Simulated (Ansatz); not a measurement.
# CH6SeSi2: ionisation energy by level of theory

The task here is to estimate one member of a computed series from the others.

Computed with Ansatz 0.2.0, Gaussian basis. Level: unrestricted cation, the program's frozen cores in correlated methods.

Levels to be run: UKS PBE-D4/def2-TZVPP; UKS r2SCAN-D4/def2-TZVPP; UKS PBE0-D4/def2-TZVPP; UKS B3LYP-D4/def2-TZVPP; UKS wB97X-V/def2-TZVPP; UKS wB97M-V/def2-TZVPP; UKS B2PLYP/def2-TZVPP; UHF-CCSD(T)/def2-TZVPP; UHF-MP2/def2-QZVPP; extrapolation to the limit; then −ε(HOMO) from the neutral's earlier runs with LDA (SPW92), PBE-D4, revPBE-D4, BLYP-D4, r2SCAN-D4, B97M-V, PBE0-D4, B3LYP-D4, r2SCANh-D4, r2SCAN0-D4, HSE06-D4, BHLYP-D4, CAM-B3LYP-D4, LC-ωPBE, ωB97X-V, ωB97M-V.

## The relaxed structure

An earlier PBE0-D4 in a triple-zeta def2 set relaxation fixed the geometry.

SMILES `[SiH3]C([SiH3])=[Se]`, 10 atoms, charge 0, spin multiplicity 1.

Atoms are counted from 1 here; the program's logs count them from 0.

Bond lengths: Si1–C2 1.877 Å, Si1–H5 1.481 Å, Si1–H6 1.488 Å, Si1–H7 1.489 Å, C2–Si3 1.877 Å, C2–Se4 1.767 Å, Si3–H8 1.481 Å, Si3–H9 1.488 Å, Si3–H10 1.489 Å. Angles: C2–Si1–H5 110.7°, C2–Si1–H6 107.8°, C2–Si1–H7 109.2°, H5–Si1–H6 110.5°, H5–Si1–H7 110.7°, H6–Si1–H7 107.9°, Si1–C2–Si3 120.4°, Si1–C2–Se4 119.8°, Si3–C2–Se4 119.8°, C2–Si3–H8 110.7°, C2–Si3–H9 107.8°, C2–Si3–H10 109.2°, H8–Si3–H9 110.5°, H8–Si3–H10 110.7°, H9–Si3–H10 107.9°.

Coordinates:

```mol
CH6SeSi2
  3D, bonds by distance, orders not assigned

 10  9  0  0  0  0  0  0  0  0999 V2000
   -0.4441    1.3647   -0.7972 Si  0  0
   -0.4195   -0.4639   -0.3742 C   0  0
    0.6786   -1.1063    1.0058 Si  0  0
   -1.4377   -1.5876   -1.2814 Se  0  0
   -1.0564    1.5861   -2.1275 H   0  0
   -1.2246    2.0653    0.2589 H   0  0
    0.9478    1.8938   -0.7645 H   0  0
    0.2687   -2.4710    1.4089 H   0  0
    2.0811   -1.1089    0.5078 H   0  0
    0.6060   -0.1721    2.1633 H   0  0
  1  2  8  0
  2  3  8  0
  2  4  8  0
  1  5  8  0
  1  6  8  0
  1  7  8  0
  3  8  8  0
  3  9  8  0
  3 10  8  0
M  END
```

Set-up of the first run:

in.yaml

```yaml
crystal:
  periodic: [false, false, false]
  atoms:
    - {symbol: Si, position_ang: [-0.444108, 1.364686, -0.797220]}
    - {symbol: C, position_ang: [-0.419509, -0.463936, -0.374188]}
    - {symbol: Si, position_ang: [0.678635, -1.106309, 1.005813]}
    - {symbol: Se, position_ang: [-1.437681, -1.587614, -1.281356]}
    - {symbol: H, position_ang: [-1.056354, 1.586066, -2.127488]}
    - {symbol: H, position_ang: [-1.224595, 2.065270, 0.258906]}
    - {symbol: H, position_ang: [0.947795, 1.893774, -0.764474]}
    - {symbol: H, position_ang: [0.268713, -2.470997, 1.408869]}
    - {symbol: H, position_ang: [2.081128, -1.108861, 0.507828]}
    - {symbol: H, position_ang: [0.605978, -0.172071, 2.163300]}
basis:
  gaussian: {orbitals: def2-TZVPP}
total_charge: 1
magnetization: {spin_polarized: true, initial_magnetization: 1}
hamiltonian: {xc: pbe, dispersion: d4}
```

Run with:

```bash
> ansatz run in.yaml --threads 2 --pin off --events-out ev --progress --plain --max-ram 31744MiB --backend cpu
```

Steps of the session up to this table: Cation, UKS PBE-D4/def2-TZVPP; Cation, UKS r2SCAN-D4/def2-TZVPP; Cation, UKS PBE0-D4/def2-TZVPP; Cation, UKS B3LYP-D4/def2-TZVPP; Cation, UKS wB97X-V/def2-TZVPP; Cation, UKS wB97M-V/def2-TZVPP; Cation, UKS B2PLYP (frozen core)/def2-TZVPP; Cation, UHF-CCSD(T)/def2-TZVPP; Cation, UHF-MP2/def2-QZVPP.

One table of the session follows, with a row left open; its other results are not shown here.

It belongs to the step «Ionisation energies side by side». Orbital estimates, from the neutral's runs:

```
  functional  −ε(HOMO) (eV)
 LDA (SPW92)           5.22
      PBE-D4           5.09
   revPBE-D4           5.04
     BLYP-D4           4.92
   r2SCAN-D4           5.28
      B97M-V           5.49
     PBE0-D4           6.21
    B3LYP-D4           5.98
  r2SCANh-D4              ?
  r2SCAN0-D4           6.33
    HSE06-D4           5.81
    BHLYP-D4           7.18
CAM-B3LYP-D4           7.48
     LC-ωPBE           8.83
     ωB97X-V           8.49
     ωB97M-V           8.36
```

Estimate the missing values for r2SCANh-D4.

Worked estimate for «−ε(HOMO) (eV)». Against the share of exact exchange, r2SCAN-D4 (0, 5.28), r2SCAN0-D4 (0.25, 6.33) give a slope of 4.20 per unit share; at 0.1 the line stands at 5.70.

**Answer.** −ε(HOMO) (eV): 5.70. In «−ε(HOMO) (eV)» the line misses by 0.00.
